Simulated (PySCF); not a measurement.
# [La3]−: forces at shaken geometries

How stiff is [La3]−? Its atoms are displaced at random by several amounts. The species was built from a template and needn't be a known compound.

Program: PySCF 2.14.0. Level of theory: BP86, La def2-SVP with ECP46; scalar-relativistic core potentials, no spin–orbit coupling. These are calculated values, not measurements.

### 1 The starting structure

3 atoms, charge -1, spin multiplicity 1.

Bond lengths: La1–La2 2.990 Å, La2–La3 2.990 Å. Angles: La1–La2–La3 180.0°.

Geometry (Å):

```xyz
3
charge -1, multiplicity 1
La    0.00000    0.00000    2.98999
La    0.00000    0.00000    0.00000
La    0.00000    0.00000   -2.98999
```

An earlier session relaxed this geometry at BP86, La def2-SVP with ECP46 (singlet, point group D∞h).

Its energy there is -94.814918 Eh.

### 2 Atoms moved at random, σ = 0.1 Å

run.py (the lines that set the calculation)

```python
mol = gto.M(atom='''
La    -0.11079     0.00856     2.97845
La     0.14053    -0.03462     0.00609
La    -0.02974     0.02605    -2.98454''',
    basis={'La': 'def2-SVP'},
    ecp={'La': 'def2-SVP'},
    charge=-1, spin=0)
mf = dft.RKS(mol, xc='B88,P86')
mf.grids.atom_grid = (50, 194)  # f atoms: unpruned, at least (60, 302)
mf = mf.density_fit()  # fitting sets: La def2-universal-JKFIT
mf.conv_tol = 1e-08; mf.max_cycle = 55
mf.kernel(dm0)  # dm0: the density of the relaxed state
```

Launch:

```
$ OMP_NUM_THREADS=2 python run.py
```

### 3 Atoms moved at random, σ = 0.15 Å

Changes to run.py (the lines that set the calculation) since step 2:

```diff
@@ -1,5 +1,5 @@
 mol = gto.M(atom='''
-La    -0.11079     0.00856     2.97845
-La     0.14053    -0.03462     0.00609
-La    -0.02974     0.02605    -2.98454''',
+La     0.08408     0.00023     2.93003
+La    -0.00999    -0.10303     0.00481
+La    -0.07409     0.10280    -2.93484''',
     basis={'La': 'def2-SVP'},
```

### 4 Atoms moved at random, σ = 0.1 Å

Changes to run.py (the lines that set the calculation) since step 3:

```diff
@@ -1,5 +1,5 @@
 mol = gto.M(atom='''
-La     0.08408     0.00023     2.93003
-La    -0.00999    -0.10303     0.00481
-La    -0.07409     0.10280    -2.93484''',
+La    -0.01722     0.06717     2.87427
+La     0.10929    -0.00333     0.07225
+La    -0.09207    -0.06384    -2.94652''',
     basis={'La': 'def2-SVP'},
```

**Question.** What will these runs give? Wanted: for each run, σ; energy rise; harmonic estimate −½ F·u; largest force component.

The runs gave:

| σ (Å) | energy rise (eV) | harmonic estimate −½ F·u (eV) | largest force component (eV/Å) |
| --- | --- | --- | --- |
| 0.1 | 0.007 | 0.007 | 0.06 |
| 0.1 | 0.119 | 0.130 | 1.48 |
| 0.15 | 0.021 | 0.019 | 0.38 |

Every displacement raises the energy. For a harmonic well the rise equals −½ F·u; at σ = 0.1 Å the two differ by 9 %, from anharmonicity and the small forces left at the relaxed point. The bases are small and lack diffuse functions. Spin–orbit coupling is left out.
